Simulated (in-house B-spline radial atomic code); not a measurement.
# Ni⁷⁺: ionisation energy by several methods

Wanted: one ionisation energy, Ni⁷⁺ to configuration [Ar] 3d2, up the ladder of functionals.

Method: scalar-relativistic (X2C), several functionals, spin-polarised, exact exchange averaged over the configuration; spherical all-electron atom at the radial basis limit. Code: in-house B-spline radial atomic code version 1.

### Step 1. The atom as given

- element: nickel (Z = 28)
- charge: +7
- electrons: 21
- configuration: [Ar] 3d3
- nucleus: Fermi, rms radius 3.776 fm

The outer shells:

[Ar] 3d3
```
[Ar] core
3d [↑ ][↑ ][↑ ][  ][  ]
```

Where spins are not typed, each open shell is filled with up spins first.

### Step 2. PBE0, a global hybrid

Settings of the run:

```ini
Z = 28
electrons = 21.0
configuration = [Ar] 3d3
hamiltonian = x2c
method = pbe0
spin_polarised = True
nucleus = fermi
rms_radius = 3.7757
mass_number = 58
atomic_mass = 57.93534165
speed_of_light = 137.035999084
exact_exchange = averaged over the configuration
```

Launch:

```sh
$ python run_scf.py task.json out
```

The settings of every run stand in task.json; they run in order.

### Step 3. r2SCAN0, a global hybrid

The settings differ from step 2 so:

```diff
@@ -4,3 +4,3 @@
 hamiltonian = x2c
-method = pbe0
+method = r2scan0
 spin_polarised = True
```

### Step 4. B3LYP, a global hybrid

The settings differ from step 3 so:

```diff
@@ -4,3 +4,3 @@
 hamiltonian = x2c
-method = r2scan0
+method = b3lyp
 spin_polarised = True
```

### Step 5. TPSSh, a global hybrid

The settings differ from step 4 so:

```diff
@@ -4,3 +4,3 @@
 hamiltonian = x2c
-method = b3lyp
+method = tpssh
 spin_polarised = True
```

### Step 6. BHandHLYP, a global hybrid

The settings differ from step 5 so:

```diff
@@ -4,3 +4,3 @@
 hamiltonian = x2c
-method = tpssh
+method = bhandhlyp
 spin_polarised = True
```

Before running: The tabulated ionisation energy is 162 ± 2.1 eV (tabulated theoretical; NIST Atomic Spectra Database). What does each method give, and which comes nearest?

The runs gave:

| method | rung | total energy (hartree) | ΔSCF (eV) | −ε highest (eV) | ΔSCF less tabulated (eV) |
| --- | --- | --- | --- | --- | --- |
| PBE0 | global hybrid | -1504.3780 | 162.72 | 152.30 (3d up) | +0.72 |
| r2SCAN0 | global hybrid | -1504.5449 | 162.92 | 152.64 (3d up) | +0.92 |
| B3LYP | global hybrid | -1504.6119 | 162.81 | 151.56 (3d up) | +0.81 |
| TPSSh | global hybrid | -1504.6166 | 162.55 | 149.72 (3d up) | +0.55 |
| BHandHLYP | global hybrid | -1504.6322 | 162.66 | 156.29 (3d up) | +0.66 |

The tabulated ionisation energy is 162 ± 2.1 eV (tabulated theoretical; NIST Atomic Spectra Database). TPSSh comes nearest (+0.55 eV) and r2SCAN0 is farthest (+0.92 eV, 0.57 %). The table's own uncertainty is as large as these misses, so the order means little. Relativistic terms that these runs lack can be as large as the gaps between close methods, so the nearest may be so by luck. Open shells are averaged (over orientations, and over spins where the run is restricted), while tables refer to the lowest levels.
